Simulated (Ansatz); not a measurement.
BrClHSn, SMILES [Cl][SnH][Br], a search for lower mean-field states

Program: Ansatz 0.2.0 through its Python package.

Input file `brclhsn.xyz`:
```text
4

Cl   -2.13450    0.13330   -0.11460
Sn    0.12240    0.02150   -0.56410
Br    1.10120   -1.78140    0.85970
H     0.96650    1.56630   -0.20130
```

`brclhsn.py`:
```python
'''Does a wider search find a lower mean-field state of BrClHSn?'''

import ansatz as az
import numpy as np


def main() -> None:
    geometry = az.Crystal.molecule_from_extxyz('brclhsn.xyz')
    symbols = [site.symbol for site in geometry.cartesian_sites]

    start = np.array([site.position_ang for site in geometry.cartesian_sites])
    for factor in [1.0, 1.25, 1.6]:
        xyz = (start - start.mean(axis=0)) * factor
        scaled = az.Crystal.molecule()
        for symbol, place in zip(symbols, xyz):
            scaled = scaled.atom(symbol, place.tolist())
        setup = scaled.calculation()
        setup = setup.basis(gaussian='def2-SVP')
        setup = setup.functional('PBE0', dispersion='d4')
        setup = setup.spin('collinear', total=1)
        for search in ('off', 'standard'):
            try:
                rep = setup.scf(lower_state_search=search).run(threads=1, backend='cpu').report
            except az.AnsatzError as error:
                print(f'x{factor} search {search}: {type(error).__name__}')
                continue
            state = rep['mean_field']['state']
            print(f'all distances x{factor}, search {search:8s} E = {rep["free_energy_ev"]:.5f} eV  <S^2> = {abs(state["spin_squared"]):.3f}  other states met: {len(rep["mean_field"]["others"])}')


if __name__ == '__main__':
    main()
```

```console
$ python brclhsn.py
all distances x1.0, search off      E = -88393.81594 eV  <S^2> = 0.755  other states met: 0
all distances x1.0, search standard E = -88393.81594 eV  <S^2> = 0.755  other states met: 0
all distances x1.25, search off      E = -88391.37447 eV  <S^2> = 0.788  other states met: 0
all distances x1.25, search standard E = -88391.37447 eV  <S^2> = 0.788  other states met: 4
all distances x1.6, search off      E = -88387.48509 eV  <S^2> = 1.321  other states met: 0
all distances x1.6, search standard E = -88387.48509 eV  <S^2> = 1.321  other states met: 12
```

Total energies depend on the basis set; only differences at equal settings carry meaning. The count of other states can hold repeated and symmetry-equivalent ends of the search; scaling all distances is a test, and for more than two atoms no physical path. The geometry comes from a force field and isn't relaxed at this level. def2 sets replace the cores of elements past krypton by effective core potentials. The run takes the species as open-shell (spin multiplicity 2), which needn't be its ground state. The expectation value of S² is noticeably off S(S+1) in at least one run, so that state is spin-contaminated. The whole script took 110 s on 1 thread of Arm Neoverse V1 (shared host), peak memory 0.39 GiB.
